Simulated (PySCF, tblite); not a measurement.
**C4H7BNO2 radical: geometry, infrared bands and EPR parameters**

Wanted: the infrared bands and EPR parameters of C4H7BNO2 radical (`[CH2]/N=C/C(=C)B(O)O`), by calculation.

The runs use tblite 0.8.0 and PySCF 2.14.0, with density-fitted response routines of our own; the level of theory stands in each step. All values are computed, except where a source is named. Atoms are numbered from 0 throughout.

## 1. The molecule as given

15 atoms, charge 0, multiplicity 2; geometry from: force field or distance geometry start.

Bonds of the start (Å): C0–N1 1.48, N1–C2 1.28, C2–C3 1.46, C3–C4 1.34, C3–B5 1.56, B5–O6 1.47, B5–O7 1.45, C0–H8 1.12, C0–H9 1.12, C2–H10 1.09, C4–H11 1.09, C4–H12 1.08, O6–H13 0.99, O7–H14 1.00.

## 2. Relaxing the molecule with GFN2-xTB

Job settings and geometry (Å):

```
{"job": {"kind": "relax", "xc": "GFN2-xTB", "basis": "xTB"}, "charge": 0, "multiplicity": 2}
C      3.261600     0.580300    -0.188500
N      1.986500    -0.165600    -0.119400
C      0.871900     0.439500     0.042500
C     -0.419500    -0.246500     0.114000
C     -0.370300    -1.586900     0.043200
B     -1.769600     0.513100     0.299600
O     -2.056500     1.600700    -0.649000
O     -2.929700    -0.198700     0.807100
H      4.127100    -0.116400    -0.062700
H      3.279200     1.369700     0.612800
H      0.855100     1.524400     0.104500
H     -1.270900    -2.200600     0.088300
H      0.590100    -2.063800    -0.078600
H     -2.917700     1.432200    -1.109400
H     -3.241600    -0.873400     0.145600
```

Started as:

```console
$ OMP_NUM_THREADS=1 python probes_run.py task.json out
```

One launch serves the whole session: the jobs run in the order shown.

**Question.** This job is followed by: GFN2-xTB harmonic vibrations, gas phase; UKS B3LYP, pcH-1 on B C H N O, non-relativistic, mean-field spin-orbit, GIAO. What will the session give for the following? strongest single infrared mode (GFN2-xTB); zero-point energy (GFN2-xTB); g(iso) (B3LYP); ⟨S²⟩; largest a(iso) (averaged by class); potential on the surface of density 0.002 e/bohr³, 1st and 99th percentile.

As calculated:

```
                                                                  quantity                  value
                                 strongest single infrared mode (GFN2-xTB)  1261 cm⁻¹, 381 km/mol
                                              zero-point energy (GFN2-xTB)          67.9 kcal/mol
                                                            g(iso) (B3LYP)                2.00234
                                                                      ⟨S²⟩     0.785 (exact 0.75)
                                        largest a(iso) (averaged by class)    13C on C2, 54.0 MHz
potential on the surface of density 0.002 e/bohr³, 1st and 99th percentile     -1.24 V and 2.38 V
```

What this shows: The optimisation took 138 steps and gained 2.421 eV; among the close pairs (by a distance rule), C0–N1 changed most, from 1.479 to 1.277 Å. No mode is imaginary among the 39: a minimum at this level. The strongest single mode, at 1261 cm⁻¹, has its largest shares on B5, O7, C3 and H10 (the list is cut at 4 atoms). Unscaled tight-binding wavenumbers are off by several per cent, some by more. Its intensities can rank the bands wrongly. The largest spin populations lie on C2 (0.52 e), C4 (0.48 e), C0 (0.39 e). The isotropic g lies 0.0 ppt above the free-electron value. These values are for one conformer; the search (at its own cheap level) found 2 more, at 0.58, 1.92 kcal/mol, and measured spectra average over such forms.
